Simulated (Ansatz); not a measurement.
**CH₃BrOSn: one species, many methods**

An exercise on one series of results from a longer session: the logs are not shown, and one member is left open.

Computed with Ansatz 0.2.0, Gaussian basis. Level: functionals in def2-TZVPP, the program's frozen cores in correlated methods.

Plan: LDA (SPW92), PBE-D4, revPBE-D4, BLYP-D4, r2SCAN-D4, B97M-V, PBE0-D4, B3LYP-D4, r2SCANh-D4, r2SCAN0-D4, HSE06-D4, BHLYP-D4, CAM-B3LYP-D4, LC-ωPBE, ωB97X-V, ωB97M-V, B2PLYP, PBE-QIDH; CCSD(T)/def2-SVP; CCSD(T)/def2-TZVPP; MP2/def2-QZVPP; extrapolation to the limit; RPA on PBE.

### The geometry

The geometry comes from an earlier relaxation with PBE0-D4 in a triple-zeta def2 set; it is a stationary point, not always the lowest conformer. Sn takes the def2 core potential; no spin-orbit term is included.

SMILES `C[O][Sn][Br]`, 7 atoms, charge 0, spin multiplicity 1.

Atoms are counted from 1 here; the program's logs count them from 0.

Bond lengths: C1–O2 1.405 Å, C1–H5 1.095 Å, C1–H6 1.095 Å, C1–H7 1.095 Å, O2–Sn3 1.958 Å, Sn3–Br4 2.546 Å. Angles: O2–C1–H5 109.5°, O2–C1–H6 112.5°, O2–C1–H7 109.5°, H5–C1–H6 108.5°, H5–C1–H7 108.1°, H6–C1–H7 108.5°, C1–O2–Sn3 132.6°, O2–Sn3–Br4 99.3°.

Coordinates:

| atom | x (Å) | y (Å) | z (Å) |
| --- | --- | --- | --- |
| C1 | -0.5414 | 0.4680 | 0.5382 |
| O2 | 0.6415 | 0.8419 | -0.1202 |
| Sn3 | 1.8664 | -0.1293 | -1.2985 |
| Br4 | 0.6930 | -2.3882 | -1.3377 |
| H5 | -1.3628 | 1.1142 | 0.2107 |
| H6 | -0.8191 | -0.5735 | 0.3436 |
| H7 | -0.4164 | 0.5987 | 1.6183 |

The first run:

The input, in.yaml:

```yaml
crystal:
  periodic: [false, false, false]
  atoms:
    - {symbol: C, position_ang: [-0.541409, 0.467991, 0.538185]}
    - {symbol: O, position_ang: [0.641507, 0.841948, -0.120220]}
    - {symbol: Sn, position_ang: [1.866446, -0.129282, -1.298474]}
    - {symbol: Br, position_ang: [0.693006, -2.388154, -1.337714]}
    - {symbol: H, position_ang: [-1.362831, 1.114155, 0.210741]}
    - {symbol: H, position_ang: [-0.819115, -0.573486, 0.343551]}
    - {symbol: H, position_ang: [-0.416404, 0.598729, 1.618331]}
basis:
  gaussian: {orbitals: def2-TZVPP}
hamiltonian: {xc: lda}
output: {orbitals: {seedname: orbitals}}
```

On the command line:

```bash
$ ansatz run in.yaml --threads 4 --pin off --events-out ev --progress --plain --max-ram 10444MiB
```

Among the steps run: LDA; PBE-D4 (GGA); revPBE-D4 (GGA); BLYP-D4 (GGA); r2SCAN-D4 (meta-GGA); B97M-V (meta-GGA); PBE0-D4 (hybrid); B3LYP-D4 (hybrid); r2SCANh-D4 (hybrid); r2SCAN0-D4 (hybrid); HSE06-D4 (hybrid); BHLYP-D4 (hybrid); CAM-B3LYP-D4 (range-separated); LC-ωPBE (range-separated); ωB97X-V (range-separated); ωB97M-V (range-separated); B2PLYP (double hybrid); PBE-QIDH (double hybrid).

One table of the session follows, with a row left open; its other results are not shown here.

It belongs to the step «Orbital energies across the functionals». 

| functional | HOMO (eV) | LUMO (eV) | gap (eV) |
| --- | --- | --- | --- |
| LDA (SPW92) | -6.78 | -3.42 | 3.37 |
| PBE-D4 | -6.58 | -3.17 | 3.40 |
| revPBE-D4 | -6.51 | -3.08 | 3.42 |
| BLYP-D4 | -6.44 | -3.10 | 3.34 |
| r2SCAN-D4 | -6.88 | -3.13 | 3.75 |
| B97M-V | -6.80 | -3.14 | 3.66 |
| PBE0-D4 | -7.71 | -2.55 | 5.16 |
| B3LYP-D4 | -7.52 | -2.76 | 4.75 |
| r2SCANh-D4 | -7.30 | -2.89 | 4.42 |
| r2SCAN0-D4 | -7.91 | -2.52 | 5.39 |
| HSE06-D4 | -7.32 | -2.90 | 4.41 |
| BHLYP-D4 | -8.65 | -1.87 | 6.78 |
| CAM-B3LYP-D4 | -8.95 | -1.65 | 7.30 |
| LC-ωPBE | ? | ? | ? |
| ωB97X-V | -9.86 | -0.68 | 9.18 |
| ωB97M-V | -9.78 | -0.83 | 8.95 |

Q: Estimate the row for LC-ωPBE from the others.

The run gave: HOMO (eV): -10.15; LUMO (eV): -0.59; gap (eV): 9.56. In the column «HOMO (eV)» it is the lowest.
